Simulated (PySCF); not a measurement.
# BeCl2: a search over shapes

Aim: find the stationary points of BeCl2 from linear and bent starts in the singlet state, tell minima from saddle points, and describe the lowest.

Computed with PySCF 2.14.0. Level: PBE, basis Be def2-TZVP, Cl def2-TZVP, no relativity, density fitting.

### Step 1. The system as given

3 atoms, charge 0, spin multiplicity 1.

Bond lengths: Be1–Cl2 2.010 Å, Be1–Cl3 2.010 Å. Angles: Cl2–Be1–Cl3 180.0°.

Coordinates in bohr (charge 0 multiplicity 1):
```
Be    0.0000    0.0000    0.0000
Cl    0.0000    0.0000    3.7983
Cl    0.0000    0.0000   -3.7983
```

### Step 2. First SCF at the start

One driver script runs all steps and calls PySCF; scf.py shows how it sets up the SCF of each step. The optimiser is the driver's own. After this first run the driver tries any further starts and a stability analysis.

The input, scf.py:

```python
from pyscf import gto, scf, dft
mol = gto.M(atom='''
Be     0.000000     0.000000     0.000000
Cl     0.000000     0.000000     2.010000
Cl     0.000000     0.000000    -2.010000''',
    basis={'Be': 'def2-TZVP', 'Cl': 'def2-TZVP'},
    charge=0, spin=0)
mf = dft.RKS(mol, xc='PBE')
mf.grids.atom_grid = (50, 194)
aux = {'Be': 'def2-universal-JKFIT', 'Cl': 'def2-universal-JKFIT'}
mf = mf.density_fit(auxbasis=aux)
mf.conv_tol = 1e-08
mf.diis_space = 10
mf.max_cycle = 60
mf.init_guess = 'minao'
mf.verbose = 4
mf.kernel()
```

On the command line:

```console
$ OMP_NUM_THREADS=2 python axn.py task.json out
```

The runs that follow: Relaxing the singlet from the linear start; Vibrations and properties at this point; Bent start, singlet: relaxation.

What does the calculation give? Wanted: lowest minimum; geometry; wavenumbers; dipole moment; highest occupied, lowest empty level; polar-tensor charge of Be1; zero-point energy; atomisation energy.

As calculated:

| quantity | value |
| --- | --- |
| lowest minimum | singlet, D∞h |
| geometry | Be–Cl 1.809 Å (×2); Cl–Be–Cl 180.0° |
| wavenumbers (cm⁻¹) | 236 (πu), 390 (σg+), 1115 (σu+) |
| dipole moment | 0.00 D |
| highest occupied, lowest empty level | -8.13, -1.16 eV |
| polar-tensor charge of Be1 | +0.98 e |
| zero-point energy | 11.8 kJ/mol |
| entropy at 298.15 K | 251.7 J/(mol K) |
| atomisation energy (no zero-point energy) | 949 kJ/mol |

The lowest minimum found is the singlet of D∞h symmetry. In the infrared the band at 1115 cm⁻¹ (σu+) leads. The dipole vanishes although Be1 carries +1.0 e by the polar tensor: the bond dipoles cancel. The density between Be1 and Cl2 is low with small ELF, as in an ionic or closed-shell contact. A search over typed starts can miss a lower isomer.
